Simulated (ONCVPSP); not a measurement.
# Pseudopotential generation for Sn: ONCV, PW91

Do these settings give a usable potential? It is generated, then checked for transferability, scattering, ghosts and hardness.

Program: ONCVPSP 4.0.1. Reference atom: PW91, fully relativistic, spherical and spin-unpolarised. All values are calculated.

**1. Starting point**

The settings as typed:

```json
{
 "element": "tin (Sn, Z = 50)",
 "type": "optimised norm-conserving Vanderbilt (ONCV)",
 "frozen core": "[Ar] 3d10 4s2",
 "valence charge": "20",
 "reference configuration": "4p6 4d10 5s1.75 5p2.25",
 "partial waves": "5s: rc 1.90 bohr, ncon 4, nbas 7, qcut 3.3 1/bohr, 2 projectors, debl 3.6 Ha; 4p+5p: rc 1.75 bohr, ncon 4, nbas 8, qcut 8.8 1/bohr, 2 projectors; 4d: rc 1.05 bohr, ncon 3, nbas 6, qcut 8.9 1/bohr, 2 projectors, debl 1.1 Ha",
 "local potential": "polynomial inside 0.75 bohr (lpopt 5, dvloc0 6 Ha)",
 "core correction": "not asked for"
}
```

**2. Generating the potential**

The input, Sn.dat:

```
# ATOM AND REFERENCE CONFIGURATION
# atsym  z   nc   nv     iexc    psfile
  Sn 50.00    7    4  -109134      upf
#
#   n    l    f
    1    0    2.00
    2    0    2.00
    2    1    6.00
    3    0    2.00
    3    1    6.00
    3    2   10.00
    4    0    2.00
    4    1    6.00
    4    2   10.00
    5    0    1.75
    5    1    2.25
#
# PSEUDOPOTENTIAL AND OPTIMIZATION
# lmax
    2
#
#   l,   rc,      ep,       ncon, nbas, qcut
    0    1.90    0.00    4    7    3.30
    1    1.75    0.00    4    8    8.80
    2    1.05    0.00    3    6    8.90
#
# LOCAL POTENTIAL
# lloc, lpopt,  rc(5),   dvloc0
    4    5    0.75    6.00
#
# VANDERBILT-KLEINMAN-BYLANDER PROJECTORs
# l, nproj, debl
    0    2    3.60
    1    2    1.30
    2    2    1.10
#
# MODEL CORE CHARGE
# icmod, fcfact, rcfact
    0    0.00    0.00
#
# LOG DERIVATIVE ANALYSIS
# epsh1, epsh2, depsh
   -5.00    5.00    0.04
#
# OUTPUT GRID
# rlmax, drl
    6.00    0.01
#
# TEST CONFIGURATIONS
# ncnf
    4
# nvcnf
#   n    l    f
    4
    4    1    6.00
    4    2   10.00
    5    0    2.00
    5    1    2.00
#
    4
    4    1    6.00
    4    2   10.00
    5    0    2.00
    5    1    1.00
#
    4
    4    1    6.00
    4    2   10.00
    5    0    2.00
    5    1    0.00
#
    4
    4    1    6.00
    4    2    9.00
    5    0    2.00
    5    1    2.00
#
```

Launch:

```
$ oncvpspr.x < Sn.dat > Sn.out
```

**Question.** What will these runs give? Wanted: cutoffs for 1 and 0.1 mHa per electron, occupied waves; bound ghosts; GHOST(+) flags; largest test error; largest phase difference near zero energy, channels read.

As calculated:

| quantity | value |
| --- | --- |
| cutoffs for 1 and 0.1 mHa per electron, occupied waves | 44 Ha and 114 Ha |
| bound ghosts | s at -312.26 eV |
| GHOST(+) flags | s at 114 eV |
| largest test error (AE − PS) | -50 meV, for 4p6 4d9 5s2 5p2 |
| largest phase difference near zero energy, channels read | 0.001 rad |

In words: It has a bound ghost (s), a state that the atom doesn't have, and that rules the file out. The worst unpolarised test, 4p6 4d9 5s2 5p2, is off by 50 meV on 31.0 eV; by total energies transferability rates as fair. By its cutoff, 44 Ha for the looser tolerance, it is hard. The tighter tolerance needs 114 Ha, and converged work needs a cutoff nearer that. At the looser tolerance the 4d wave is the slowest; 4p needs 25 Ha. Near zero energy the phases of the channels with partial waves agree within 0.001 rad. The program also flags highly localised states, GHOST(+) (s). These are tests on the free atom; a crystal test is still owed.
